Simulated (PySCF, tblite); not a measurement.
# C₆H₅NS₂: vibronic structure

What do calculations give for the vibronic structure of C₆H₅NS₂ (`Nc1csc2ccsc12`)?

Programs: tblite 0.8.0 and PySCF 2.14.0, with routines of our own; each step states its level. All values are computed. Atoms count from 0.

## (1) The system as given

14 atoms, charge 0, multiplicity 1; geometry from: force field or distance geometry start.

## (2) Relaxing the molecule with GFN2-xTB

The job: settings as JSON, then the geometry in Å.

```
{"job": {"kind": "relax", "xc": "GFN2-xTB", "basis": "xTB"}, "charge": 0, "multiplicity": 1}
N     -2.261900     0.989400     0.184300
C     -1.239700     0.332400    -0.367500
C     -1.229300    -0.250000    -1.599900
S      0.236800    -1.015000    -2.016300
C      0.906600    -0.575100    -0.450100
C      2.158500    -0.774700     0.190000
C      2.164700    -0.193700     1.437800
S      0.699100     0.585000     1.856900
C      0.020400     0.131500     0.305000
H     -3.162100     1.126300    -0.283900
H     -2.223200     1.400000     1.112800
H     -2.048900    -0.260000    -2.320500
H      2.998200    -1.305300    -0.224600
H      2.980000    -0.191100     2.153700
```

Command:

```sh
$ OMP_NUM_THREADS=1 python excited_run.py task.json out
```

One launch serves the whole session: the jobs run in the order shown.

Log:

```text
step      E/eV     max force
  0    -674.33081    2.730
  1    -674.42338    1.633
  2    -674.45667    0.449
  3    -674.46768    0.301
  4    -674.47324    0.194
  5    -674.47483    0.103
  6    -674.47546    0.061
  7    -674.47588    0.064
  8    -674.47613    0.041
  9    -674.47630    0.028
 10    -674.47640    0.026
 11    -674.47647    0.021
 12    -674.47652    0.020
 13    -674.47659    0.026
 14    -674.47672    0.042
 15    -674.47694    0.058
 16    -674.47745    0.108
 17    -674.47805    0.304
 18    -674.47951    0.193
 19    -674.48465    0.242
 20    -674.37725    1.828
 21    -674.49301    0.263
 22    -674.49695    0.258
 23    -674.32653    2.582
 24    -674.50131    0.219
 25    -674.50425    0.167
 26    -674.50548    0.320
 27    -674.50878    0.107
 28    -674.50942    0.106
 29    -674.51109    0.082
 30    -674.51218    0.068
 31    -674.51364    0.087
 32    -674.51430    0.084
 33    -674.51522    0.064
 34    -674.51591    0.064
 35    -674.51661    0.067
 36    -674.51723    0.067
 37    -674.51779    0.050
 38    -674.51822    0.035
 39    -674.51844    0.037
 40    -674.51858    0.037
 41    -674.51870    0.026
 42    -674.51880    0.021
 43    -674.51888    0.027
 44    -674.51895    0.036
 45    -674.51902    0.030
 46    -674.51909    0.017
 47    -674.51913    0.015
 48    -674.51916    0.018
 49    -674.51920    0.019
 50    -674.51923    0.014
 51    -674.51926    0.013
 52    -674.51928    0.010
 53    -674.51930    0.011
 54    -674.51932    0.012
 55    -674.51933    0.011
 56    -674.51934    0.005
```

It took 0.68 s on 1 thread of Arm Neoverse N1, shared host.

The steps of the relaxation: (not every step is listed) (the energy doesn't fall at every step)

| step | energy from step 0 (eV) | largest force (eV/Å) |
| --- | --- | --- |
| 0 | 0.0000 | 2.7295 |
| 1 | -0.0926 | 1.6331 |
| 2 | -0.1259 | 0.4495 |
| 3 | -0.1369 | 0.3005 |
| 4 | -0.1424 | 0.1939 |
| 5 | -0.1440 | 0.1031 |
| 6 | -0.1446 | 0.0612 |
| 7 | -0.1451 | 0.0644 |
| 8 | -0.1453 | 0.0406 |
| 12 | -0.1457 | 0.0197 |
| 16 | -0.1466 | 0.1078 |
| 20 | -0.0464 | 1.8279 |
| 24 | -0.1705 | 0.2186 |
| 28 | -0.1786 | 0.1064 |
| 32 | -0.1835 | 0.0840 |
| 36 | -0.1864 | 0.0666 |
| 40 | -0.1878 | 0.0375 |
| 44 | -0.1881 | 0.0355 |
| 48 | -0.1884 | 0.0180 |
| 51 | -0.1884 | 0.0128 |
| 52 | -0.1885 | 0.0105 |
| 53 | -0.1885 | 0.0112 |
| 54 | -0.1885 | 0.0123 |
| 55 | -0.1885 | 0.0106 |
| 56 | -0.1885 | 0.0052 |

Distances of close pairs at the start and the end, largest changes first:

| bond | before (Å) | after (Å) | change (Å) |
| --- | --- | --- | --- |
| N0–C1 | 1.335 | 1.382 | +0.047 |
| C2–S3 | 1.705 | 1.738 | +0.033 |
| S3–C4 | 1.759 | 1.727 | -0.033 |
| C4–C8 | 1.362 | 1.386 | +0.024 |
| S7–C8 | 1.753 | 1.730 | -0.023 |
| C1–C8 | 1.442 | 1.420 | -0.022 |
| C6–S7 | 1.712 | 1.732 | +0.021 |
| C5–C6 | 1.376 | 1.356 | -0.020 |

The end geometry stands in the next job.

## (3) Harmonic vibrations with GFN2-xTB

The job: settings as JSON, then the geometry in Å.

```
{"job": {"kind": "ir", "xc": "GFN2-xTB", "basis": "xTB"}, "charge": 0, "multiplicity": 1}
N     -2.237320     1.171638     0.147685
C     -1.227879     0.383474    -0.371640
C     -1.233852    -0.230173    -1.591329
S      0.250896    -1.046228    -1.979268
C      0.921668    -0.579117    -0.458199
C      2.151444    -0.788787     0.200876
C      2.160066    -0.196677     1.420810
S      0.687551     0.631287     1.803964
C      0.018698     0.173550     0.275510
H     -3.150559     1.013449    -0.248318
H     -2.237672     1.243349     1.153713
H     -2.028472    -0.243128    -2.309825
H      2.973216    -1.345492    -0.209692
H      2.951537    -0.187618     2.143547
```

Log:

```text
mode    cm-1     km/mol
  1     152.1      2.40
  2     201.1      1.35
  3     218.3      3.29
  4     261.3      2.48
  5     310.7     18.49
  6     407.9      1.60
  7     415.8      0.72
  8     452.7      0.27
  9     515.4     13.71
 10     523.7      1.06
 11     553.8      2.93
 12     588.0     35.86
 13     649.8    300.17
 14     683.5     15.10
 15     692.4      5.48
 16     742.5      9.47
 17     796.3     16.75
 18     822.9      4.24
 19     852.0     15.75
 20     903.0     25.52
 21    1047.3      2.38
 22    1078.9      3.03
 23    1117.0     12.27
 24    1155.9     21.73
 25    1160.4     36.44
 26    1346.9      2.96
 27    1404.7     58.43
 28    1446.7     10.09
 29    1487.3     47.12
 30    1502.0      9.47
 31    1586.9    175.03
 32    3141.7      6.68
 33    3164.4      9.99
 34    3166.8      7.24
 35    3448.8      2.56
 36    3501.6      0.59
```

Wall time 0.91 s (1 thread of Arm Neoverse N1, shared host).

The strongest bands and the atoms that carry them (share of the mass-weighted mode):

| cm⁻¹ | km/mol | atoms |
| --- | --- | --- |
| 588 | 35.9 | C8 30 %, C1 20 %, C4 20 % |
| 650 | 300.2 | H9 28 %, H10 27 %, N0 22 %, C1 15 % |
| 903 | 25.5 | C4 24 %, C5 19 %, C8 19 %, H13 12 % |
| 1156 | 21.7 | H11 47 %, C2 22 % |
| 1160 | 36.4 | H13 28 %, H12 28 %, C4 18 %, C6 11 % |
| 1405 | 58.4 | C1 32 %, C4 28 %, C8 15 %, C5 12 % |
| 1487 | 47.1 | H10 42 %, H9 35 % |
| 1587 | 175.0 | C1 55 %, C2 21 % |

## (4) Vibronic structure: TDDFT PBE0/cc-pVDZ

Settings changed since step 3:

```diff
@@ -1,2 +1,2 @@
-{"job": {"kind": "ir", "xc": "GFN2-xTB", "basis": "xTB"}, "charge": 0, "multiplicity": 1}
+{"job": {"kind": "vib", "xc": "PBE0", "basis": "cc-pVDZ", "tda": false}, "charge": 0, "multiplicity": 1}
 N     -2.237320     1.171638     0.147685
```

Method: TDDFT PBE0/cc-pVDZ vertical-gradient vibronic structure (displaced harmonic oscillators, Condon), gas phase.

Log:

```text
final grid: 61192 points
cycle   1  E = -1082.1497706584  dE =  2.038e+00  |g| = 3.645e-01  |ddm| = 7.751e+00
cycle   2  E = -1082.1424868187  dE =  7.284e-03  |g| = 4.063e-01  |ddm| = 1.369e+00
cycle   3  E = -1082.1832985138  dE = -4.081e-02  |g| = 7.879e-02  |ddm| = 7.363e-01
cycle   4  E = -1082.1847196355  dE = -1.421e-03  |g| = 3.887e-02  |ddm| = 1.824e-01
cycle   5  E = -1082.1850912792  dE = -3.716e-04  |g| = 9.941e-03  |ddm| = 6.689e-02
cycle   6  E = -1082.1851179307  dE = -2.665e-05  |g| = 2.510e-03  |ddm| = 2.164e-02
cycle   7  E = -1082.1851193789  dE = -1.448e-06  |g| = 8.658e-04  |ddm| = 4.935e-03
cycle   8  E = -1082.1851195502  dE = -1.713e-07  |g| = 2.700e-04  |ddm| = 1.672e-03
cycle   9  E = -1082.1851195690  dE = -1.877e-08  |g| = 9.790e-05  |ddm| = 5.689e-04
cycle  10  E = -1082.1851195717  dE = -2.686e-09  |g| = 1.393e-05  |ddm| = 1.771e-04
cycle  11  E = -1082.1851195717  dE = -4.161e-11  |g| = 8.836e-06  |ddm| = 3.379e-05
converged SCF energy = -1082.1851195717

Singlet excitations (eV, f): 4.371 (0.1513)  4.906 (0.0007)  5.210 (0.1212)  5.582 (0.0019)  5.691 (0.0001)  5.802 (0.0460)

State S1  4.3712 eV  f = 0.15129  H->L 0.95
  relaxed dipole 5.025 D, largest gradient of the excitation energy 0.0489 Eh/bohr
  mode    cm-1        S   lambda/meV  Raman
   28   1446.7    0.4679      83.9   1.000
   13    649.8    0.7644      61.6   0.330
   30   1502.0    0.1668      31.1   0.384
    8    452.7    0.5411      30.4   0.113
    7    415.8    0.5753      29.7   0.102
   31   1586.9    0.1314      25.9   0.338
    5    310.7    0.4627      17.8   0.046
   11    553.8    0.2042      14.0   0.064
   17    796.3    0.1231      12.2   0.080
   10    523.7    0.1781      11.6   0.050
    9    515.4    0.1779      11.4   0.048
   27   1404.7    0.0548       9.5   0.110
  reorganisation energy 0.3746 eV, total S 4.363, 0-0 3.9965 eV
  absorption maximum 4.307 eV, width 0.502 eV

State S3  5.2101 eV  f = 0.12117  H-1->L 0.94
  relaxed dipole 1.898 D, largest gradient of the excitation energy 0.0543 Eh/bohr
  mode    cm-1        S   lambda/meV  Raman
   28   1446.7    0.5249      94.2   1.000
   15    692.4    0.5702      49.0   0.249
   19    852.0    0.4290      45.3   0.283
   27   1404.7    0.2008      35.0   0.361
   26   1346.9    0.1336      22.3   0.221
   17    796.3    0.1932      19.1   0.112
   10    523.7    0.2867      18.6   0.072
   24   1155.9    0.0551       7.9   0.067
   25   1160.4    0.0303       4.4   0.037
   31   1586.9    0.0179       3.5   0.041
    7    415.8    0.0532       2.7   0.008
    3    218.3    0.0763       2.1   0.003
  reorganisation energy 0.3139 eV, total S 2.739, 0-0 4.8962 eV
  absorption maximum 5.076 eV, width 0.474 eV

State S6  5.8017 eV  f = 0.04601  H-2->L 0.49, H->L+3 0.19, H->L+2 0.14
  relaxed dipole 1.383 D, largest gradient of the excitation energy 0.0460 Eh/bohr
  mode    cm-1        S   lambda/meV  Raman
   28   1446.7    0.3284      58.9   1.000
   30   1502.0    0.2809      52.3   0.922
    8    452.7    0.8814      49.5   0.263
    4    261.3    0.4341      14.1   0.043
   31   1586.9    0.0714      14.1   0.262
    7    415.8    0.2721      14.0   0.068
   13    649.8    0.1475      11.9   0.091
    2    201.1    0.4009      10.0   0.024
    5    310.7    0.2502       9.6   0.035
    3    218.3    0.2938       8.0   0.020
   35   3448.8    0.0179       7.7   0.310
   21   1047.3    0.0503       6.5   0.080
  reorganisation energy 0.3044 eV, total S 3.954, 0-0 5.4973 eV
  absorption maximum 5.739 eV, width 0.456 eV

State T1  3.0615 eV  f = 0.00000  H->L 0.85, H-1->L 0.08
  relaxed dipole 2.986 D, largest gradient of the excitation energy 0.0900 Eh/bohr
  mode    cm-1        S   lambda/meV  Raman
   28   1446.7    1.5190     272.4   1.000
   31   1586.9    0.2671      52.5   0.212
    8    452.7    0.8332      46.8   0.054
   30   1502.0    0.2100      39.1   0.149
    5    310.7    0.5502      21.2   0.017
    7    415.8    0.3858      19.9   0.021
   13    649.8    0.2166      17.4   0.029
   21   1047.3    0.1125      14.6   0.039
    3    218.3    0.3048       8.3   0.005
   10    523.7    0.1039       6.7   0.009
   17    796.3    0.0600       5.9   0.012
   24   1155.9    0.0162       2.3   0.007
  reorganisation energy 0.5182 eV, total S 4.716, 0-0 2.5433 eV
  absorption maximum 2.967 eV, width 0.658 eV
```

Wall time 85 s (1 thread of Arm Neoverse N1, shared host); peak memory 0.88 GiB.

## (5) What came out

```
                                                                                    quantity                     value
                                                   strongest single infrared mode (GFN2-xTB)      650 cm⁻¹, 300 km/mol
                                                                zero-point energy (GFN2-xTB)             59.3 kcal/mol
S1: vertical, reorganisation, 0-0, total S (step 4, TDDFT PBE0/cc-pVDZ, modes from GFN2-xTB)  4.37, 0.37, 4.00 eV; 4.4
S3: vertical, reorganisation, 0-0, total S (step 4, TDDFT PBE0/cc-pVDZ, modes from GFN2-xTB)  5.21, 0.31, 4.90 eV; 2.7
S6: vertical, reorganisation, 0-0, total S (step 4, TDDFT PBE0/cc-pVDZ, modes from GFN2-xTB)  5.80, 0.30, 5.50 eV; 4.0
```

In words: No mode is imaginary among the 36: a minimum at this level. The strongest single mode, at 650 cm⁻¹, is spread over several atoms, H9, H10, N0, C1 among them. GFN2-xTB is a fitted tight-binding method: band positions and strengths are rough. Its intensities can rank the bands wrongly. The vibronic model keeps the ground-state modes (from xTB) and shifts them along the gradient alone, so it can miss much of the relaxation that a full optimisation finds.
